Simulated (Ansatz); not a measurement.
# CH₃BIN: small, medium and large basis sets

The task here is to estimate one member of a computed series from the others.

Program: Ansatz 0.2.0, Gaussian basis. Level of theory: one geometry, several basis sets. These are calculated values, not measurements.

Plan: PBE0-D4/def2-SVP; ωB97M-V/def2-SVP; PBE0-D4/def2-QZVPP; ωB97M-V/def2-QZVPP; the functionals' def2-TZVPP values are taken from earlier runs.

### The geometry

The geometry comes from an earlier relaxation with PBE0-D4 in a triple-zeta def2 set; it is a stationary point, not always the lowest conformer. I takes the def2 core potential; no spin-orbit term is included.

SMILES `C=NBI`, 7 atoms, charge 0, spin multiplicity 1.

Atoms are counted from 1 here; the program's logs count them from 0.

Bond lengths: C1–N2 1.240 Å, C1–H5 1.094 Å, C1–H6 1.094 Å, N2–B3 1.346 Å, B3–I4 2.149 Å, B3–H7 1.189 Å. Angles: N2–C1–H5 121.4°, N2–C1–H6 121.4°, H5–C1–H6 117.3°, C1–N2–B3 179.7°, N2–B3–I4 119.2°, N2–B3–H7 121.9°, I4–B3–H7 118.9°.

Set-up of the first run:

The input, in.yaml:

```yaml
crystal:
  periodic: [false, false, false]
  atoms:
    - {symbol: C, position_ang: [-0.322376, 1.184401, 0.572457]}
    - {symbol: N, position_ang: [-0.009627, 0.159638, -0.052570]}
    - {symbol: B, position_ang: [0.328905, -0.955803, -0.725503]}
    - {symbol: I, position_ang: [0.412925, -2.828007, 0.326096]}
    - {symbol: H, position_ang: [-1.365603, 1.501422, 0.660527]}
    - {symbol: H, position_ang: [0.433523, 1.806821, 1.060091]}
    - {symbol: H, position_ang: [0.583452, -0.936573, -1.886897]}
basis:
  gaussian: {orbitals: def2-SVP}
hamiltonian: {xc: pbe0, dispersion: d4}
output: {orbitals: {seedname: orbitals}}
```

Launch:

```bash
> ansatz run in.yaml --threads 2 --pin off --events-out ev --progress --plain --max-ram 4352MiB
```

Steps of the session up to this table: PBE0-D4 in def2-SVP; ωB97M-V in def2-SVP; PBE0-D4 in def2-QZVPP; ωB97M-V in def2-QZVPP.

One table of the session follows, with a row left open; its other results are not shown here.

It belongs to the step «Density functionals: the series». 

| functional | basis | HOMO (eV) |
| --- | --- | --- |
| PBE0-D4 | def2-SVP | ? |
| PBE0-D4 | def2-TZVPP | -7.24 |
| PBE0-D4 | def2-QZVPP | -7.25 |
| ωB97M-V | def2-SVP | -9.22 |
| ωB97M-V | def2-TZVPP | -9.33 |
| ωB97M-V | def2-QZVPP | -9.34 |

**Question.** Estimate the row for PBE0-D4, def2-SVP.

As computed: HOMO (eV): -7.14. In the column «HOMO (eV)» it is the highest.
